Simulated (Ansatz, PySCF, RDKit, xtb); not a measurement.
# Isomers of C3H5F3O2, a sample narrowed down

Which of a sample of isomers of C3H5F3O2 is the most stable in the gas at 298.15 K, and what are its properties? The sample is small against all isomers, and the most stable one of this formula need not be in it.

The funnel: GFN2-xTB relaxations, single points with a density functional, relaxations at PBE-D3(BJ)/def2-SVP, harmonic vibrations (at GFN2-xTB), and a last energy at a higher level. All values are calculated.

**1. Possible bonding patterns**

Isomers were taken from a list of plausible structures; this is a sample, not all of them. That gives 6 candidates.

```
label              SMILES     spin
 c082          FCOCOC(F)F  singlet
 c275        COCOC(F)(F)F  singlet
 c529  OC[C@H](O)C(F)(F)F  singlet
 c739    CO[C@H](F)OC(F)F  singlet
 c855        OCCOC(F)(F)F  singlet
 c906    OC[C@H](F)OC(F)F  singlet
```

Candidates are built by distance geometry, with a force field where one applies, in up to four conformers (letters a to d).

**2. First filter: tight binding**

All 18 starts are relaxed the same way. One of them, c082a (taken from a list of plausible isomers, embedded by distance geometry and MMFF94), in full:

The input, start.xyz:

```xyz
13
c082a
C     -0.911623     3.256723     0.502106
C     -0.533872     1.108495    -0.333005
C     -2.454375    -0.119111    -0.028454
F      0.446636     3.599412     0.477600
F     -2.061761    -1.079127    -0.952350
F     -3.120797    -0.794877     0.918779
O     -1.179166     2.372635    -0.568442
O     -1.294414     0.361923     0.598611
H     -1.139220     2.802941     1.473395
H     -1.468748     4.213904     0.345147
H     -0.402758     0.612260    -1.279524
H      0.483700     1.285448     0.038964
H     -3.078842     0.603729    -0.518294
```

Run with:

```
xtb start.xyz --gfn 2 --opt
```

Output, shortened:

```text
* xtb version 6.7.1
[...]
          :  # basis functions                  37          :
[...]
          :  # electrons                        50          :
[...]
          :  Hamiltonian                  GFN2-xTB          :
[...]
          :  net charge                          0          :
          :  unpaired electrons                  0          :
[...]
   *** convergence criteria satisfied after 10 iterations ***
[...]
   *** GEOMETRY OPTIMIZATION CONVERGED AFTER 12 ITERATIONS ***
[...]
   *** convergence criteria satisfied after 3 iterations ***
[...]
         ::                     SUMMARY                     ::
         :::::::::::::::::::::::::::::::::::::::::::::::::::::
         :: total energy             -31.308830312740 Eh    ::
         :: gradient norm              0.000382826816 Eh/a0 ::
         :: HOMO-LUMO gap             12.519085013747 eV    ::
         ::.................................................::
         :: SCC energy               -31.451267376205 Eh    ::
         :: -> isotropic ES            0.077876275861 Eh    ::
         :: -> anisotropic ES         -0.000490634139 Eh    ::
         :: -> anisotropic XC         -0.021713827431 Eh    ::
         :: -> dispersion             -0.006776214972 Eh    ::
         :: repulsion energy           0.142437063465 Eh    ::
         :: add. restraining           0.000000000000 Eh    ::
         :: total charge               0.000000000000 e     ::
         :::::::::::::::::::::::::::::::::::::::::::::::::::::
[...]
        25        2.0000           -0.4791816             -13.0392 (HOMO)
        26                         -0.0191137              -0.5201 (LUMO)
[...]
          | TOTAL ENERGY              -31.308830312740 Eh   |
          | GRADIENT NORM               0.000382826816 Eh/α |
          | HOMO-LUMO GAP              12.519085013747 eV   |
           -------------------------------------------------
[...]
```

Run time: 0.058 s. Hardware: 4 threads of Arm Neoverse V2, shared host.

**3. What the search left**

18 of the 18 relaxations converged. 18 distinct structures remain:

```
label  start        SMILES after     spin  energy (kcal/mol)
c275b  drawn        COCOC(F)(F)F  singlet                0.0
c855a  drawn        OCCOC(F)(F)F  singlet                2.1
c275a  drawn        COCOC(F)(F)F  singlet                2.1
c855c  drawn        OCCOC(F)(F)F  singlet                3.5
c855b  drawn        OCCOC(F)(F)F  singlet                4.2
c275c  drawn        COCOC(F)(F)F  singlet                4.6
c855d  drawn        OCCOC(F)(F)F  singlet                5.3
c082a  drawn          FCOCOC(F)F  singlet                6.8
c082c  drawn          FCOCOC(F)F  singlet                6.8
c739a  drawn    CO[C@H](F)OC(F)F  singlet                7.1
c082d  drawn          FCOCOC(F)F  singlet                7.2
c906a  drawn    OC[C@H](F)OC(F)F  singlet                9.7
c082b  drawn          FCOCOC(F)F  singlet               10.2
c906c  drawn    OC[C@H](F)OC(F)F  singlet               11.5
c906b  drawn    OC[C@H](F)OC(F)F  singlet               13.8
c529b  drawn  OC[C@H](O)C(F)(F)F  singlet               14.2
c529a  drawn  OC[C@H](O)C(F)(F)F  singlet               14.5
c529c  drawn  OC[C@H](O)C(F)(F)F  singlet               17.0
```

**4. Second filter: single points**

A choice of the minima (the low ones first, few conformers of a pattern, up to a cap) and the lowest that fell apart get a single point at r2SCAN-D4/def2-SVP on the tight-binding geometry, and one at HF/STO-3G for comparison. The lowest singlets are also tried as triplets at the same geometry (label ending in t). Within 30 kcal/mol but not screened, among others: c855b, c275c, c855d, c082d, c082b, c906b, c529c. The first, c275b:

The input, input.yaml:

```yaml
crystal:
  periodic: [false, false, false]
  atoms:
    - {symbol: C, position_ang: [-1.321724, -1.454175, 2.693296]}
    - {symbol: C, position_ang: [0.233514, 0.079127, 1.836615]}
    - {symbol: C, position_ang: [0.554608, -0.758509, -0.344243]}
    - {symbol: F, position_ang: [0.398421, -2.068041, -0.105191]}
    - {symbol: F, position_ang: [1.877275, -0.533140, -0.282634]}
    - {symbol: F, position_ang: [0.185478, -0.556790, -1.606302]}
    - {symbol: O, position_ang: [0.039276, -1.096897, 2.499423]}
    - {symbol: O, position_ang: [-0.156092, 0.029194, 0.445078]}
    - {symbol: H, position_ang: [-1.307140, -2.388165, 3.248335]}
    - {symbol: H, position_ang: [-1.830769, -1.601499, 1.737873]}
    - {symbol: H, position_ang: [-1.841778, -0.681947, 3.268244]}
    - {symbol: H, position_ang: [-0.383932, 0.903007, 2.220285]}
    - {symbol: H, position_ang: [1.299453, 0.320852, 1.906570]}
basis:
  gaussian:
    orbitals: def2-SVP
hamiltonian:
  xc: r2scan
  dispersion: d4
scf:
  lower_state_search: off
```

Run with:

```
ansatz run input.yaml --threads 4 --pin off --max-ram 7830MiB --events-out events.jsonl --progress --plain --runs-dir runs
```

Output, shortened:

```text
Warning: RAYON_NUM_THREADS=4 ignored (pool sized by the plan → 4); use --threads N
Functional definition: r2SCAN
  name "r2SCAN"
[...]
1494 factors; their error is unknown
[...]
mean field -15418.10555012 eV, -566.6049281995 hartree, gradient 8.8e-6 eV, S^2 0.000000; 0 other end points of the search recorded, 0 dependent functions left out
reference -15418.10555789 eV, -566.6049284853 hartree; 33, 33 occupied and 104, 104 virtual orbitals, 1494 factors
Total energy: -15418.17217792 eV, -566.6073767262 hartree
Checks for a lower state left out: stability, starts, cluster_reference, orbital_swaps, neighbouring_geometries, increment
```

It took 1.5 s on 4 threads of Arm Neoverse V2, shared host; peak memory 0.18 GiB.

Relative energies in kcal/mol, each column from its lowest structure that stays in one piece:

```
 label              SMILES     spin  GFN2-xTB  HF/STO-3G  r2SCAN-D4/def2-SVP
 c855a        OCCOC(F)(F)F  singlet       2.1        5.3                 0.0
 c529b  OC[C@H](O)C(F)(F)F  singlet      14.2       17.4                 2.5
 c855c        OCCOC(F)(F)F  singlet       3.5        6.9                 2.6
 c275b        COCOC(F)(F)F  singlet       0.0        0.0                 3.5
 c529a  OC[C@H](O)C(F)(F)F  singlet      14.5       17.1                 3.6
 c275a        COCOC(F)(F)F  singlet       2.1        3.1                 5.2
 c906a    OC[C@H](F)OC(F)F  singlet       9.7       15.5                 8.7
 c739a    CO[C@H](F)OC(F)F  singlet       7.1        7.9                 9.1
 c906c    OC[C@H](F)OC(F)F  singlet      11.5       16.7                10.0
 c082a          FCOCOC(F)F  singlet       6.8        9.8                13.0
 c082c          FCOCOC(F)F  singlet       6.8       10.1                13.3
c529bt  OC[C@H](O)C(F)(F)F  triplet         –          –               172.9
c855at        OCCOC(F)(F)F  triplet         –          –               175.2
```

**5. Third filter: density-functional geometries**

6 candidates are relaxed at PBE-D3(BJ)/def2-SVP (chosen among the lowest in one piece, one conformer a pattern). The first, c855a:

The input, input.yaml:

```yaml
crystal:
  periodic: [false, false, false]
  atoms:
    - symbol: C
      position_ang: [-3.112991, 0.156578, -0.461377]
    - symbol: C
      position_ang: [-1.818155, 0.898835, -0.793106]
    - symbol: C
      position_ang: [0.187274, 1.418468, 0.282968]
    - symbol: F
      position_ang: [0.966559, 0.855747, -0.659149]
    - symbol: F
      position_ang: [0.838482, 1.325175, 1.434524]
    - symbol: F
      position_ang: [0.138942, 2.724825, -0.038956]
    - symbol: O
      position_ang: [-3.884075, 0.836372, 0.485151]
    - symbol: O
      position_ang: [-0.997159, 0.856005, 0.396297]
    - symbol: H
      position_ang: [-3.359893, 0.942115, 1.288263]
    - symbol: H
      position_ang: [-2.861389, -0.855051, -0.116029]
    - symbol: H
      position_ang: [-3.722987, 0.087920, -1.364373]
    - symbol: H
      position_ang: [-1.290999, 0.411957, -1.618371]
    - symbol: H
      position_ang: [-2.029870, 1.943103, -1.043640]
basis:
  gaussian:
    orbitals: def2-SVP
hamiltonian:
  xc: pbe
  dispersion: d3bj
scf:
  lower_state_search: "off"
relax:
  f_tol: 0.006
```

Run with:

```
ansatz run input.yaml --threads 4 --pin off --max-ram 7830MiB --events-out events.jsonl --progress --plain --runs-dir runs
```

Output, shortened:

```text
Warning: RAYON_NUM_THREADS=4 ignored (pool sized by the plan → 4); use --threads N
[...]
Functional definition: PBE
  name "PBE"
[...]
1494 factors; their error is unknown
[...]
mean field -15409.59860001 eV, -566.2923035492 hartree, gradient 9.4e-6 eV, S^2 0.000000; 0 other end points of the search recorded, 0 dependent functions left out
[...]
reference -15409.59862664 eV, -566.2923045278 hartree; 33, 33 occupied and 104, 104 virtual orbitals, 1494 factors
[...]
Atom 9 at    -2.981604    -0.877571    -0.144632 Å, force    -0.000173    -0.000817    -0.000225 eV/Å
Atom 10 at    -3.788500     0.172644    -1.352868 Å, force     0.000771     0.000222    -0.000086 eV/Å
Atom 11 at    -1.303387     0.200200    -1.651601 Å, force     0.000630     0.000055    -0.000377 eV/Å
Atom 12 at    -1.920110     1.836167    -1.165837 Å, force    -0.000431     0.000279    -0.000148 eV/Å
Dipole moment:    -0.070795    -0.183715    -0.226857 e Å
Checks for a lower state left out: stability, starts, cluster_reference, orbital_swaps, neighbouring_geometries, increment
```

Wall time 14 s (4 threads of Arm Neoverse V2, shared host); peak memory 0.18 GiB.

Energy change by step (eV): 0.0000, -0.0798, -0.0949, -0.0962, -0.0971, -0.0975, -0.0982, -0.0986, -0.0990, -0.0994, -0.0996, -0.0996, -0.0997, -0.0997.

After the run. Bond lengths: C1–C2 1.518 Å, C3–F4 1.356 Å, C3–F5 1.337 Å, C3–F6 1.357 Å, C1–O7 1.408 Å, C2–O8 1.448 Å, C3–O8 1.350 Å, O7–H9 0.977 Å, C1–H10 1.119 Å, C1–H11 1.110 Å, C2–H12 1.111 Å, C2–H13 1.110 Å. Some angles: C1–C2–O8 106.2°, C2–C1–O7 112.1°, F4–C3–F5 108.7°, F4–C3–F6 106.6°, F4–C3–O8 112.3°, F5–C3–F6 108.4°, F5–C3–O8 108.2°, F6–C3–O8 112.5°, C2–O8–C3 116.4°, C1–C2–H12 111.9°.

**6. The relaxed candidates**

```
label     spin  r2SCAN-D4/def2-SVP (kcal/mol)  PBE-D3(BJ)/def2-SVP, relaxed (kcal/mol)   time
c855a  singlet                            0.0                                      0.0   14 s
c529b  singlet                            2.5                                      2.6    9 s
c275b  singlet                            3.5                                      3.5  9.6 s
c906a  singlet                            8.7                                      8.1  9.6 s
c739a  singlet                            9.1                                      9.0  9.6 s
c082a  singlet                           13.0                                     12.4  7.8 s
```

c855a: Bond lengths: C1–C2 1.518 Å, C3–F4 1.356 Å, C3–F5 1.337 Å, C3–F6 1.357 Å, C1–O7 1.408 Å, C2–O8 1.448 Å, C3–O8 1.350 Å, O7–H9 0.977 Å, C1–H10 1.119 Å, C1–H11 1.110 Å, C2–H12 1.111 Å, C2–H13 1.110 Å. Some angles: C1–C2–O8 106.2°, C2–C1–O7 112.1°, F4–C3–F5 108.7°, F4–C3–F6 106.6°, F4–C3–O8 112.3°, F5–C3–F6 108.4°, F5–C3–O8 108.2°, F6–C3–O8 112.5°, C2–O8–C3 116.4°, C1–C2–H12 111.9°.

c529b: Bond lengths: C1–C2 1.531 Å, C2–C3 1.533 Å, C3–F4 1.370 Å, C3–F5 1.343 Å, C3–F6 1.350 Å, C1–O7 1.403 Å, C2–O8 1.415 Å, O7–H9 0.979 Å, C1–H10 1.119 Å, C1–H11 1.110 Å, C2–H12 1.118 Å, O8–H13 0.976 Å. Some angles: C1–C2–C3 114.0°, C1–C2–O8 106.4°, C3–C2–O8 110.0°, C2–C1–O7 112.1°, C2–C3–F4 108.8°, C2–C3–F5 113.8°, C2–C3–F6 111.0°, F4–C3–F5 106.9°, F4–C3–F6 107.6°, F5–C3–F6 108.4°.

c275b: Bond lengths: C3–F4 1.355 Å, C3–F5 1.356 Å, C3–F6 1.340 Å, C1–O7 1.422 Å, C2–O7 1.377 Å, C2–O8 1.450 Å, C3–O8 1.355 Å, C1–H9 1.106 Å, C1–H10 1.111 Å, C1–H11 1.115 Å, C2–H12 1.114 Å, C2–H13 1.108 Å. Some angles: F4–C3–F5 107.0°, F4–C3–F6 108.0°, F4–C3–O8 112.6°, F5–C3–F6 108.5°, F5–C3–O8 112.7°, F6–C3–O8 108.1°, C1–O7–C2 114.5°, O7–C2–O8 114.1°, C2–O8–C3 117.6°, O7–C1–H9 107.0°.

c906a: Bond lengths: C1–C2 1.520 Å, C2–F4 1.402 Å, C3–F5 1.342 Å, C3–F6 1.365 Å, C1–O7 1.405 Å, C2–O8 1.395 Å, C3–O8 1.384 Å, O7–H9 0.977 Å, C1–H10 1.109 Å, C1–H11 1.118 Å, C2–H12 1.113 Å, C3–H13 1.114 Å. Some angles: C1–C2–F4 107.9°, C1–C2–O8 108.8°, F4–C2–O8 109.7°, C2–C1–O7 111.1°, F5–C3–F6 108.5°, F5–C3–O8 106.8°, F6–C3–O8 110.1°, C2–O8–C3 115.2°, C1–C2–H12 112.2°, F4–C2–H12 106.3°.

**7. Are they minima? Harmonic frequencies**

The lowest few in one piece go on as finalists (c082a drops out). In this search the thermal terms come from GFN2-xTB at its own nearest minimum. The first, c855a:

The input, start.xyz:

```xyz
13
c855a
C     -3.137574     0.186377    -0.453666
C     -1.796080     0.781318    -0.842826
C      0.168656     1.459196     0.313971
F      0.980378     1.079707    -0.704252
F      0.813579     1.270911     1.469422
F     -0.054297     2.788864     0.158333
O     -3.789128     0.948105     0.535137
O     -0.976088     0.744093     0.349745
H     -3.162106     1.012037     1.281277
H     -2.981604    -0.877571    -0.144632
H     -3.788500     0.172644    -1.352868
H     -1.303387     0.200200    -1.651601
H     -1.920110     1.836167    -1.165837
```

Run with:

```
xtb start.xyz --gfn 2 --ohess tight
```

Output, shortened:

```text
[...]
         ::                     SUMMARY                     ::
         :::::::::::::::::::::::::::::::::::::::::::::::::::::
         :: total energy             -31.316371094890 Eh    ::
         :: gradient norm              0.000156177764 Eh/a0 ::
         :: HOMO-LUMO gap             10.281276380465 eV    ::
         ::.................................................::
         :: SCC energy               -31.472028962798 Eh    ::
         :: -> isotropic ES            0.085837892217 Eh    ::
         :: -> anisotropic ES         -0.000181432415 Eh    ::
         :: -> anisotropic XC         -0.023172342536 Eh    ::
         :: -> dispersion             -0.006694421412 Eh    ::
         :: repulsion energy           0.155657867908 Eh    ::
         :: add. restraining           0.000000000000 Eh    ::
         :: total charge               0.000000000000 e     ::
         :::::::::::::::::::::::::::::::::::::::::::::::::::::
[...]
          | TOTAL ENERGY              -31.316371094891 Eh   |
          | TOTAL ENTHALPY            -31.220809447841 Eh   |
          | TOTAL FREE ENERGY         -31.263885168603 Eh   |
          | GRADIENT NORM               0.000156188050 Eh/α |
[...]
```

Run time: 0.15 s. Hardware: 4 threads of Arm Neoverse V2, shared host.

**8. Zero-point energy and free-energy terms**

As xtb prints them, at 298.15 K, with its own treatment of low modes:

```
label              SMILES     spin  lowest mode (cm⁻¹)  zero-point (kcal/mol)  G − E (kcal/mol)
c855a        OCCOC(F)(F)F  singlet                  35                   54.1              32.9
c529b  OC[C@H](O)C(F)(F)F  singlet                  46                   53.8              32.9
c275b        COCOC(F)(F)F  singlet                  35                   53.9              32.9
c906a    OC[C@H](F)OC(F)F  singlet                  51                   54.1              32.6
c739a    CO[C@H](F)OC(F)F  singlet                  43                   53.9              32.4
```

**9. Last filter: a higher level**

Each finalist gets a single point at CCSD(T)/def2-SVP + MP2/def2-TZVPP - MP2/def2-SVP.

c855a, CCSD(T)/def2-SVP:

The input, input.yaml:

```yaml
crystal:
  periodic: [false, false, false]
  atoms:
    - {symbol: C, position_ang: [-3.137574, 0.186377, -0.453666]}
    - {symbol: C, position_ang: [-1.796080, 0.781318, -0.842826]}
    - {symbol: C, position_ang: [0.168656, 1.459196, 0.313971]}
    - {symbol: F, position_ang: [0.980378, 1.079707, -0.704252]}
    - {symbol: F, position_ang: [0.813579, 1.270911, 1.469422]}
    - {symbol: F, position_ang: [-0.054297, 2.788864, 0.158333]}
    - {symbol: O, position_ang: [-3.789128, 0.948105, 0.535137]}
    - {symbol: O, position_ang: [-0.976088, 0.744093, 0.349745]}
    - {symbol: H, position_ang: [-3.162106, 1.012037, 1.281277]}
    - {symbol: H, position_ang: [-2.981604, -0.877571, -0.144632]}
    - {symbol: H, position_ang: [-3.788500, 0.172644, -1.352868]}
    - {symbol: H, position_ang: [-1.303387, 0.200200, -1.651601]}
    - {symbol: H, position_ang: [-1.920110, 1.836167, -1.165837]}
basis:
  gaussian: {orbitals: def2-SVP}
correlation: {method: ccsd_t, frozen_orbitals: {H: 0, O: 1, C: 1, F: 1}}
```

Run with:

```
ansatz run input.yaml --threads 4 --pin off --max-ram 7830MiB --events-out events.jsonl --progress --plain --runs-dir runs
```

Output, shortened:

```text
Warning: RAYON_NUM_THREADS=4 ignored (pool sized by the plan → 4); use --threads N
Functional definition: HF
  name "HF"
[...]
1349 factors; integrals over basis functions are off by at most 1.1e-3 eV
[...]
mean field -15350.45064956 eV, -564.1186564620 hartree, gradient 2.1e-6 eV, S^2 0.000000; 0 other end points of the search recorded, 0 dependent functions left out
8 core orbitals not correlated: weight in the atoms' cores, before any rotation towards them, 1.000 or more for the frozen orbitals, at most 0.000 for the correlated occupied ones
reference -15350.45064956 eV, -564.1186564620 hartree; 25, 25 occupied and 104, 104 virtual orbitals, 1349 factors
second order -36.07737062 eV of doubles, -0.00000000 eV of singles
cycle   1  -36.27893724 eV  change   -2.0e-1 eV  update   1.2e-1
[...]
cycle   9  -37.23028244 eV  change   -4.8e-6 eV  update   1.3e-5
perturbative correction -0.86326635 eV, -0.0317244532 hartree
Total energy: -15388.54419834 eV, -565.5185685592 hartree
```

Run time: 33 s. Hardware: 4 threads of Arm Neoverse V2, shared host; peak memory 1.2 GiB.

**10. c855a at MP2/def2-TZVPP**

Edit input.yaml of step 9 so:

```diff
@@ -17,3 +17,3 @@
 basis:
-  gaussian: {orbitals: def2-SVP}
-correlation: {method: ccsd_t, frozen_orbitals: {H: 0, O: 1, C: 1, F: 1}}
+  gaussian: {orbitals: def2-TZVPP}
+correlation: {method: mp2, frozen_orbitals: {H: 0, O: 1, C: 1, F: 1}}
```

Run with:

```
ansatz run input.yaml --threads 4 --pin off --max-ram 7830MiB --events-out events.jsonl --progress --plain --runs-dir runs
```

Output, shortened:

```text
Warning: RAYON_NUM_THREADS=4 ignored (pool sized by the plan → 4); use --threads N
[... 2 set-up lines as earlier in the session ...]
[...]
2019 factors; integrals over basis functions are off by at most 1.0e-3 eV
[...]
mean field -15369.18550725 eV, -564.8071497833 hartree, gradient 2.4e-6 eV, S^2 0.000000; 0 other end points of the search recorded, 0 dependent functions left out
8 core orbitals not correlated: weight in the atoms' cores, before any rotation towards them, 1.000 or more for the frozen orbitals, at most 0.000 for the correlated occupied ones
reference -15369.18550725 eV, -564.8071497833 hartree; 25, 25 occupied and 285, 285 virtual orbitals, 2019 factors
second order -46.65110808 eV of doubles, -0.00000000 eV of singles
Total energy: -15415.83661532 eV, -566.5215463838 hartree
```

Wall time 6.6 s (4 threads of Arm Neoverse V2, shared host); peak memory 1.1 GiB.

**11. c529b at CCSD(T)/def2-SVP**

The input, input.yaml:

```yaml
crystal:
  periodic: [false, false, false]
  atoms:
    - {symbol: C, position_ang: [-0.135347, 1.356533, 2.874249]}
    - {symbol: C, position_ang: [0.040164, 1.734315, 1.400531]}
    - {symbol: C, position_ang: [0.983453, 0.805303, 0.628075]}
    - {symbol: F, position_ang: [1.005313, 1.192184, -0.685633]}
    - {symbol: F, position_ang: [0.611451, -0.484747, 0.649633]}
    - {symbol: F, position_ang: [2.245052, 0.893912, 1.101385]}
    - {symbol: O, position_ang: [-0.821481, 0.142009, 3.028856]}
    - {symbol: O, position_ang: [-1.251321, 1.703646, 0.822925]}
    - {symbol: H, position_ang: [-1.562910, 0.183505, 2.391616]}
    - {symbol: H, position_ang: [-0.659353, 2.215540, 3.364330]}
    - {symbol: H, position_ang: [0.862118, 1.261843, 3.351248]}
    - {symbol: H, position_ang: [0.512268, 2.745830, 1.339598]}
    - {symbol: H, position_ang: [-1.151563, 1.809777, -0.142056]}
basis:
  gaussian: {orbitals: def2-SVP}
correlation: {method: ccsd_t, frozen_orbitals: {H: 0, O: 1, C: 1, F: 1}}
```

Run with:

```
ansatz run input.yaml --threads 4 --pin off --max-ram 7830MiB --events-out events.jsonl --progress --plain --runs-dir runs
```

Output, shortened:

```text
Warning: RAYON_NUM_THREADS=4 ignored (pool sized by the plan → 4); use --threads N
[... 2 set-up lines as earlier in the session ...]
[...]
1345 factors; integrals over basis functions are off by at most 1.3e-3 eV
[...]
mean field -15350.17549615 eV, -564.1085447609 hartree, gradient 1.9e-6 eV, S^2 0.000000; 0 other end points of the search recorded, 0 dependent functions left out
8 core orbitals not correlated: weight in the atoms' cores, before any rotation towards them, 1.000 or more for the frozen orbitals, at most 0.000 for the correlated occupied ones
reference -15350.17549615 eV, -564.1085447609 hartree; 25, 25 occupied and 104, 104 virtual orbitals, 1345 factors
second order -36.24634244 eV of doubles, -0.00000000 eV of singles
cycle   1  -36.42635901 eV  change   -1.8e-1 eV  update   1.2e-1
[...]
cycle   9  -37.37624546 eV  change   -4.8e-7 eV  update   1.4e-5
perturbative correction -0.87257636 eV, -0.0320665899 hartree
Total energy: -15388.42431797 eV, -565.5141630369 hartree
```

Wall time 33 s (4 threads of Arm Neoverse V2, shared host); peak memory 1.2 GiB.

[end of part 1 of 2]
